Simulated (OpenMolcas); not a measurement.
# Ag⁵⁺ among point charges: CASSCF and CASPT2 levels and susceptibility

How does a field of 6 point charges split the states of Ag⁵⁺, and what χT follows?

The numbers are computed with OpenMolcas 26.06 (state-averaged CASSCF and CASPT2, spin-orbit coupling by RASSI with atomic mean-field integrals), except any that are marked as measured or tabulated.

**1. Starting point**

| Item | Value |
| --- | --- |
| Species | Ag⁵⁺ (silver, Z = 47, 42 electrons) |
| Basis | ANO-RCC-VTZP [7s6p4d2f1g], 68 functions |
| Scalar Hamiltonian | DKH2, point nucleus |
| Inactive shells | 1s 2s 2p 3s 3p 3d 4s 4p |
| Active space | 6 electrons in 5 orbitals (4d) |
| Some configurations of this space | 4d6 |
| Orbitals | optimised for each spin and parity, averaged over all roots |

Outer shells as boxes (Hund's rule):

4d6
```
4d [↑↓][↑ ][↑ ][↑ ][↑ ]
```

The ion sits among 6 point charges of -1.36 e arranged as an octahedron (Oh), 2.21 Å from the ion.

The work runs as a chain of OpenMolcas steps in one folder; each step below is one input file. Labels, J, g values, rates, χT and fits are worked out afterwards by a script from the matrices that RASSI stores. The input lists half of the charges; inversion (Group=XYZ) makes the rest.

**2. GATEWAY and SEWARD: basis and integrals**

a.inp

```
&GATEWAY
Coord
1

Ag 0.0 0.0 0.0
Basis=ANO-RCC-VTZP
Group=XYZ
NoMove
AngMom=0.0 0.0 0.0
AMFI
XField
3 Angstrom 0
2.210000 0.000000 0.000000 -1.360000
0.000000 2.210000 0.000000 -1.360000
0.000000 0.000000 2.210000 -1.360000
&SEWARD
```

Command:

```console
> OMP_NUM_THREADS=1 MOLCAS_MEM=1689 MOLCAS_PROJECT=a pymolcas a.inp > a.log
```

**3. CASSCF: quintets of even parity, 5 roots**

a.inp

```
&RASSCF
FileOrb=start.orb
Symmetry=1
Spin=5
nActEl=6 0 0
Inactive=9 9
Ras2=5 0
CIRoot=5 5 1
SDav=5
CIMx=300
Iter=120 100
PrWF=0.3
OrbListing=Nothing
MaxOrb=0
>>> COPY $Project.JobIph JOB001
```

start.orb holds the contracted functions of the basis, ordered by shell, or the orbitals of the step before.

**4. CASSCF: triplets of even parity, 45 roots**

a.inp

```
&RASSCF
FileOrb=start.orb
Symmetry=1
Spin=3
nActEl=6 0 0
Inactive=9 9
Ras2=5 0
CIRoot=45 45 1
SDav=45
CIMx=300
Iter=120 100
PrWF=0.3
OrbListing=Nothing
MaxOrb=0
>>> COPY $Project.JobIph JOB002
```

**5. Reference wave functions, singlets of even parity, 50 roots**

a.inp

```
&RASSCF
FileOrb=start.orb
Symmetry=1
Spin=1
nActEl=6 0 0
Inactive=9 9
Ras2=5 0
CIRoot=50 50 1
SDav=50
CIMx=300
Iter=120 100
PrWF=0.3
OrbListing=Nothing
MaxOrb=0
>>> COPY $Project.JobIph JOB003
```

**6. RASSI: spin-orbit coupling between the states**

a.inp

```
&RASSI
NrOfJobIphs=3 5 45 50
1 2 3 4 5
1 2 3 4 5 6 7 8 9 10 11 12 13 14 15 16 17 18 19 20 21 22 23 24 25 26 27
28 29 30 31 32 33 34 35 36 37 38 39 40 41 42 43 44 45
1 2 3 4 5 6 7 8 9 10 11 12 13 14 15 16 17 18 19 20 21 22 23 24 25 26 27
28 29 30 31 32 33 34 35 36 37 38 39 40 41 42 43 44 45 46 47 48 49 50
IphNames
JOB001
JOB002
JOB003
EJob
SpinOrbit
DIPRint=1.0
SOCoupling=1000.0
Subsets=2
Property=9
'ANGMOM' 1 'ANGMOM' 2 'ANGMOM' 3 'MLTPL  1' 1 'MLTPL  1' 2 'MLTPL  1' 3
'AMFI' 1 'AMFI' 2 'AMFI' 3
SOProperty=3
'ANGMOM' 1 'ANGMOM' 2 'ANGMOM' 3
```

**7. CASPT2: IPEA 0.25, imaginary shift 0.1 (closed shells correlated: 4s 4p)**

a.inp

```
>>> COPY JOB001 $Project.JobIph
&CASPT2
Multistate=5 1 2 3 4 5
NoMult
Frozen=8 6
IPEA=0.25
Imaginary=0.1
MaxIter=60
WThr=0.0 0.3 0.05
PrWF=0.5
NoMix
>>> COPY JOB002 $Project.JobIph
&CASPT2
Multistate=45 1 2 3 4 5 6 7 8 9 10 11 12 13 14 15 16 17 18 19 20 21 22
23 24 25 26 27 28 29 30 31 32 33 34 35 36 37 38 39 40 41 42 43 44 45
NoMult
Frozen=8 6
IPEA=0.25
Imaginary=0.1
MaxIter=60
WThr=0.0 0.3 0.05
PrWF=0.5
NoMix
>>> COPY JOB003 $Project.JobIph
&CASPT2
Multistate=50 1 2 3 4 5 6 7 8 9 10 11 12 13 14 15 16 17 18 19 20 21 22
23 24 25 26 27 28 29 30 31 32 33 34 35 36 37 38 39 40 41 42 43 44 45 46
47 48 49 50
NoMult
Frozen=8 6
IPEA=0.25
Imaginary=0.1
MaxIter=60
WThr=0.0 0.3 0.05
PrWF=0.5
NoMix
```

(Steps that only read results are left out.)

Q: Predict the outcome of this session. Wanted: spin-free ground state; first state of the same spin within the active space; lowest level; next level.

The runs gave:

| quantity | value |
| --- | --- |
| method | SS-CASPT2, IPEA 0.25, imaginary shift 0.1 (closed shells correlated: 4s 4p) |
| spin-free ground state | 5T2, 3-fold in its orbital part |
| first state of the same spin within the active space | 5E at 1870 cm⁻¹ |
| lowest level | 3-fold T2 |
| next level | 319.4 cm⁻¹ |
| χT at 300 K | 5.11 cm³ K/mol |
| effective moment at 300 K | 6.40 μB |

Cost by method:

```
                                              method  time of its own steps  time with the reference
                                           A. CASSCF                   25 s                     25 s
B. SS-CASPT2, IPEA 0.25, imaginary shift 0.1, +4s 4p                   13 s                     38 s
```

Times are of one thread on a shared host.

What this shows: The spin-free ground state (5T2) comes to 100 % from free-ion D terms and keeps the highest spin of the shell. χT at 300 K is 5.11, against 3.01 cm³ K/mol for the spin alone, so orbital moment adds to it. An active space of the d shell alone favours high spin; real ions in strong fields can be low spin. CASPT2 does not keep the components of a term degenerate, and the means are used. The field of point charges can differ much from that of real complexes. With metal d orbitals alone active, the gaps between spin states are rough; where two lie within a few thousand cm-1, their order is open. Point charges carry no covalency, so the field is a model and not that of real ligands.
